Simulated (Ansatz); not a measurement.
# CoC (CsCl type): how the settings move a single-point run

Aim: see which settings change the result for CoC (CsCl type), by how much, and at what cost.

Method: reference: DFT, PBEsol, all-electron PAW with datasets made for the crystal, scalar-relativistic, in Ansatz 0.2.0.

2 further runs of the same task are left out: 1 that didn't finish, 1 set aside as unsound or not needed.

## Step 1: The system as given

The structure is cubic, space group Pm-3m (No. 221). Conventional cell: a = 1.857 Å, b = 1.857 Å, c = 1.857 Å, α = 90.00°, β = 90.00°, γ = 90.00°. Around Co (site symmetry m-3m) lie 8 C at 1.61 Å. Around C (site symmetry m-3m) lie 8 Co at 1.61 Å.

Structure file:

```cif
data_structure
_symmetry_space_group_name_H-M 'Pm-3m'
_symmetry_Int_Tables_number 221
_cell_length_a 1.8572
_cell_length_b 1.8572
_cell_length_c 1.8572
_cell_angle_alpha 90.000
_cell_angle_beta 90.000
_cell_angle_gamma 90.000
_cell_volume 6.41
loop_
_atom_site_label
_atom_site_type_symbol
_atom_site_symmetry_multiplicity
_atom_site_Wyckoff_symbol
_atom_site_fract_x
_atom_site_fract_y
_atom_site_fract_z
_atom_site_occupancy
Co1 Co 1 a 0.00000 0.00000 0.00000 1
C1 C 1 b 0.50000 0.50000 0.50000 1
```

## Step 2: Baseline

File input.yaml:

```yaml
crystal:
  lattice:
    - [1.8571675833, 0.0, 0.0]
    - [0.0, 1.8571675833, 0.0]
    - [0.0, 0.0, 1.8571675833]
  atoms:
    - { symbol: Co, position: [0.0, 0.0, 0.0], spin: 1.7 }
    - { symbol: C, position: [0.5, 0.5, 0.5] }
magnetization:
  spin_polarized: true
kpoints:
  mp_grid: { grid: [14, 14, 14] }
scf:
  occupations: { method: fermi_dirac, width: 0.05 }
hamiltonian:
  xc: pbesol
  pseudopotentials: { kind: all_electron, datasets: crystal }
output:
  forces: true
  stress: true
  eigenvalues: true
```

Started as:

```console
$ ansatz run input.yaml --threads 1 --pin off --max-ram 3072MiB --backend cpu --events-out ev --progress --plain --runs-dir out
```

## Step 3: A run with other settings

Changes to input.yaml since step 2:

```diff
@@ -8,2 +8,3 @@
     - { symbol: C, position: [0.5, 0.5, 0.5] }
+  symmetry: { detect: false }
 magnetization:
@@ -17,2 +18,3 @@
   pseudopotentials: { kind: all_electron, datasets: crystal }
+  hubbard: { sites: [{ species: Co, l: d, u_eff: 8.0 }], double_counting: amf }
 output:
```

(Steps that only read results are left out.)

Before running it: what results should come out? Wanted: for each run, ending; energy change.

As calculated:

```tsv
run	ending	energy change	cycles	time
reference	converged	-	7	32 s
1: symmetry.detect false, hubbard.sites [{species: Co, l: d, u_eff: 8.0}], hubbard.double_counting amf	refused	-	-	0.87 s
```

Residual by cycle in the longest SCF loop of each run; runs are numbered as in the table. The quantity is the density residual dr2, in eV.

```tsv
cycle	reference
1	0.00117
2	0.00155
3	0.0384
4	1.8e-5
5	6.9e-6
6	1.6e-8
7	3.0e-9
```

**Reading.** With the changed use of symmetry and Hubbard U the run ends refused. The structure is not at rest: the sound run finds 1725 GPa, so these are no properties of the relaxed crystal.  1 of the 1 altered inputs did not end normally.
